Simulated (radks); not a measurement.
# S inside a hard spherical wall

The task here is to estimate one member of a computed series from the others.

The numbers are computed with radks (a radial shooting solver on a logarithmic mesh, Libxc functionals) version 1 (non-relativistic Kohn-Sham, LDA (Slater exchange, VWN5 correlation), spin-unpolarised, spherical densities, point nucleus), except any that are marked as measured or tabulated.

## The atom as given

* element: sulfur (Z = 16)
* charge: 0
* electrons: 16
* configuration: [Ne] 3s2 3p4

The outer shells:

S
```
[Ne] core
3s [↑↓]
3p [↑↓][↑ ][↑ ]
```

Set-up of the first run:

Settings of this run:

```text
Z 16
configuration [Ne] 3s2 3p4 4s0 3d0 4p0
relativity non-relativistic
functional lda,vwn5
spin unpolarised
nucleus point
```

Among the steps run: The free atom; Wall at 20 bohr; Wall at 12 bohr; Wall at 8 bohr; Wall at 7 bohr; Wall at 6 bohr; Wall at 4 bohr; Wall at 3.5 bohr; Wall at 3 bohr; Wall at 2 bohr; Wall at 1.5 bohr.

One of the session's tables, all rows but one given; the rest of the session is left out.

```
R (bohr)  E − E(free) (eV)  ε(3p) (eV)  ε(4s, empty) (eV)  ε(4p, empty) (eV)  ε(3d, empty) (eV)
    free             0.000      -7.121             -0.339                  -                  -
      20             0.000      -7.121             -0.327              0.450              0.969
      12             0.000      -7.120             -0.121              1.185              1.933
       8                 ?           ?                  ?                  ?                  ?
       7             0.066      -6.990              2.113              5.065              3.969
       6             0.282      -6.702              4.269              8.110              5.110
       4             5.843      -2.984             21.271             28.382             11.962
     3.5            13.144       0.378             34.229             42.487             16.659
       3            30.629       6.846             57.608             66.921             24.733
       2            197.93      50.822             199.95             206.21             68.883
     1.5            599.19      136.18             445.61             432.71             136.96
```

Q: Estimate the row for R (bohr) = 8 from the others.

Worked estimate for «E − E(free) (eV)». A straight line through the neighbours (12, 0.000) and (7, 0.066) gives 0.000 + (0.066 − 0.000) × (8 − 12) / (7 − 12) = 0.053; a parabola fitted to 4 rows on both sides gives 0.108.

**Answer.** E − E(free) (eV): 0.015; ε(3p) (eV): -7.081; ε(4s, empty) (eV): 1.054; ε(4p, empty) (eV): 3.412; ε(3d, empty) (eV): 3.265. In «E − E(free) (eV)» the line misses by +0.038 and the parabola by +0.093. Between these rows the values bend or scatter more than so simple an estimate can follow.

Shells are not refilled when levels cross, and a hard wall is a model, not a crystal.
